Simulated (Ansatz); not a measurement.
# H2ISSi+ (SMILES [SH+]=[SiH]I): single points off equilibrium

One table from this session's results is given with a row withheld; the runs are named, their logs left out.

Program: Ansatz 0.2.0, Gaussian basis. Level of theory: single points in def2-TZVPP. These are calculated values, not measurements.

Correlated methods freeze the cores. Filled d shells of the heavier atoms are correlated. Core potentials replace the inner electrons past krypton, and spin-orbit coupling is left out. B3LYP uses VWN-RPA correlation.

## Where the work starts

SMILES `[SH+]=[SiH]I`, 5 atoms, charge 1, spin multiplicity 1.

Atoms are counted from 1 here; the program's logs count them from 0.

Bond lengths: S1–Si2 1.979 Å, S1–H4 1.563 Å, Si2–I3 2.494 Å, Si2–H5 1.509 Å. Angles: Si2–S1–H4 105.3°, S1–Si2–I3 124.4°, S1–Si2–H5 118.5°, I3–Si2–H5 116.2°.

Geometry (Å):

```tsv
atom	x (Å)	y (Å)	z (Å)
S1	-1.4380	0.4423	-0.4549
Si2	0.2543	0.2216	0.5475
I3	1.9982	-1.4787	0.0126
H4	-1.4142	-0.6702	-1.5520
H5	0.6428	1.2827	1.5479
```

Set-up of the first run:

run/in.yaml

```yaml
crystal:
  periodic: [false, false, false]
  atoms:
    - {symbol: S, position_ang: [-1.438000, 0.442300, -0.454900]}
    - {symbol: Si, position_ang: [0.254300, 0.221600, 0.547500]}
    - {symbol: I, position_ang: [1.998200, -1.478700, 0.012600]}
    - {symbol: H, position_ang: [-1.414200, -0.670200, -1.552000]}
    - {symbol: H, position_ang: [0.642800, 1.282700, 1.547900]}
basis:
  gaussian: {orbitals: def2-TZVPP}
total_charge: 1
correlation: {method: ccsd_t}
output: {forces: true}
```

The command line of these runs was not kept.

Steps of the session up to this table: CCSD(T)/def2-TZVPP; PBE0-D4/def2-TZVPP; wB97M-V/def2-TZVPP; r2SCAN-D4/def2-TZVPP; PBE-D4/def2-TZVPP; CAM-B3LYP-D4/def2-TZVPP; B3LYP-D4/def2-TZVPP.

One table of the session follows, with a row left open; its other results are not shown here.

| method | RMS force component (eV/Å) | angle to CCSD(T) forces (°) |
| --- | --- | --- |
| CCSD(T) | 1.642 | reference |
| PBE0-D4 | 1.591 | 3.2 |
| wB97M-V | 1.614 | 3.6 |
| r2SCAN-D4 | 1.572 | 1.6 |
| PBE-D4 | 1.529 | 4.3 |
| CAM-B3LYP-D4 | 1.586 | 4.2 |
| B3LYP-D4 | ? | ? |

Estimate the missing values for B3LYP-D4.

**Answer.** RMS force component (eV/Å): 1.564; angle to CCSD(T) forces (°): 2.3. In the column «RMS force component (eV/Å)» it lies between PBE-D4 (1.529) and r2SCAN-D4 (1.572).
